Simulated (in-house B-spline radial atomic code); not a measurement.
**Mn²²⁺: excited configurations**

Wanted: excitation energies of Mn²²⁺ as differences of total energies (ΔSCF).

The numbers are computed with in-house B-spline radial atomic code version 1 (Dirac-Hartree-Fock, average of configuration, Fermi nucleus, basis-set limit), except any that are marked as measured or tabulated.

## Step 1: What is computed

- element: manganese (Z = 25)
- charge: +22
- electrons: 3
- configuration: [He] 2s1
- Hamiltonian: Dirac-Coulomb
- nucleus: Fermi, rms radius 3.706 fm

The outer shells:

[He] 2s1
```
[He] core
2s [↑ ]
```

The boxes draw the filling by Hund's rule, which heavy ions in jj coupling don't follow; these runs average over all states of the configuration.

Settings of the run:

```ini
Z = 25
electrons = 3.0
configuration = [He] 2s1
hamiltonian = dirac
method = hf
spin_polarised = False
nucleus = fermi
rms_radius = 3.7057
mass_number = 55
atomic_mass = 54.93804304
speed_of_light = 137.035999084
```

The reference is known from an earlier run: -683.690344 hartree in all. Up to eight levels, counted from the top:

| orbital | occupation | energy (eV) | <r> (bohr) |
| --- | --- | --- | --- |
| 1s1/2 | 2 | -8019.21 | 0.06030 |
| 2s1/2 | 1 | -1880.62 | 0.2498 |

## Step 2: Run with [He] 4d1

Settings of the run:

```ini
Z = 25
electrons = 3.0
configuration = [He] 4d1
hamiltonian = dirac
method = hf
spin_polarised = False
nucleus = fermi
rms_radius = 3.7057
mass_number = 55
atomic_mass = 54.93804304
speed_of_light = 137.035999084
```

## Step 3: Configuration [He] 3d1

The settings differ from step 2 so:

```diff
@@ -2,3 +2,3 @@
 electrons = 3.0
-configuration = [He] 4d1
+configuration = [He] 3d1
 hamiltonian = dirac
```

## Step 4: Configuration [He] 6g1

The settings differ from step 3 so:

```diff
@@ -2,3 +2,3 @@
 electrons = 3.0
-configuration = [He] 3d1
+configuration = [He] 6g1
 hamiltonian = dirac
```

## Step 5: Configuration [He] 4p1

The settings differ from step 4 so:

```diff
@@ -2,3 +2,3 @@
 electrons = 3.0
-configuration = [He] 6g1
+configuration = [He] 4p1
 hamiltonian = dirac
```

## Step 6: [He] 6f1

The settings differ from step 5 so:

```diff
@@ -2,3 +2,3 @@
 electrons = 3.0
-configuration = [He] 4p1
+configuration = [He] 6f1
 hamiltonian = dirac
```

Before running: How far above the reference does each configuration lie (order and size, in eV)?

The runs gave:

| net move | configuration | energy above the reference (eV) | with Breit, QED, recoil (eV) | largest <r> (bohr) |
| --- | --- | --- | --- | --- |
| 2s → 3d | [He] 3d1 | 1079.56 | 1078.67 | 0.456 |
| 2s → 4p | [He] 4p1 | 1427.03 | 1426.19 | 0.992 |
| 2s → 4d | [He] 4d1 | 1429.98 | 1429.08 | 0.911 |
| 2s → 6f | [He] 6f1 | 1680.53 | 1679.62 | 2.09 |
| 2s → 6g | [He] 6g1 | 1680.59 | 1679.68 | 1.91 |

Quantum defects of the promoted electron, δ = n − ζ/√(−2ε) with ζ = 23 and ε its orbital energy in hartree:

| promotion | δ |
| --- | --- |
| 2s → 3d | 0.002 |
| 2s → 4p | 0.017 |
| 2s → 4d | 0.003 |
| 2s → 6f | 0.002 |
| 2s → 6g | 0.001 |

What this shows: The lowest of them is 2s → 3d at 1079.56 eV and the highest 2s → 6g at 1680.59 eV. Of those tabulated, the defect is largest for 4p (0.02) and least for 6g (0.00); at this charge much of the defect is relativistic. These are averages over configurations, without correlation, not spectroscopic levels.
